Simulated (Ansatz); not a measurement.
The system is AgB2.

```xyz
3
Lattice="3.0000 0.0000 0.0000 -1.5000 2.5981 0.0000 0.0000 0.0000 3.2400" Properties=species:S:1:pos:R:3 pbc="T T T"
Ag    0.0000    0.0000    0.0000
B     1.5000    0.8660    1.6200
B     0.0000    1.7321    1.6200
```

```yaml
Program: Ansatz 0.2.0
Task: relaxation of cell and atoms
Functional: revPBE
Potentials_or_basis: Ansatz PAW
Cutoff: "420 eV (not typed: the program's choice for these potentials)"
k_mesh: 10 × 10 × 8
Occupations: fermi-dirac, width 0.05 eV
Spin: no spin polarisation
```

At the start: volume 8.42 Å³/atom.

Problem. How do energy, volume and symmetry change on relaxing?

Solution. It ends after 13 steps and the volume is 10.95 Å³/atom (+30.1 %); space group P6/mmm (No. 191, to 0.05 Å).

Step by step:
```
step  energy change (eV)  largest force (eV/Å)  volume (Å³)
   1              0.0000                0.0000        25.25
   2             -0.6989                0.0000        27.48
   3             -1.0636                0.0000        29.33
   4             -1.2523                0.0000        30.71
   5             -1.3464                0.0000        30.85
   6             -1.3748                0.0000        31.78
   7             -1.3755                0.0000        31.99
   8             -1.3755                0.0000        31.99
   9             -1.4360                0.0000        31.99
  10             -1.4513                0.0000        32.52
  11             -1.4538                0.0000        32.82
  12             -1.4538                0.0000        32.85
  13             -1.4549                0.0000        32.85
```

Final structure:
```cif
data_structure
_symmetry_space_group_name_H-M 'P 1'
_symmetry_Int_Tables_number 1
_cell_length_a 3.0335
_cell_length_b 3.0335
_cell_length_c 4.1218
_cell_angle_alpha 90.000
_cell_angle_beta 90.000
_cell_angle_gamma 120.000
_cell_volume 32.85
loop_
_atom_site_label
_atom_site_type_symbol
_atom_site_fract_x
_atom_site_fract_y
_atom_site_fract_z
_atom_site_occupancy
Ag1 Ag 0.00000 0.00000 0.00000 1
B1 B 0.66667 0.33333 0.50000 1
B2 B 0.33333 0.66667 0.50000 1
```

Caveat: the volume moved by over 15 % at a fixed basis, so the end points are rough; the plane-wave basis is chosen anew once the cell has moved, so the energies of steps on either side of that aren't comparable; the PAW data sets come from PBE, with cores solved anew for the run's functional, which leaves a small shift of forces and pressure.
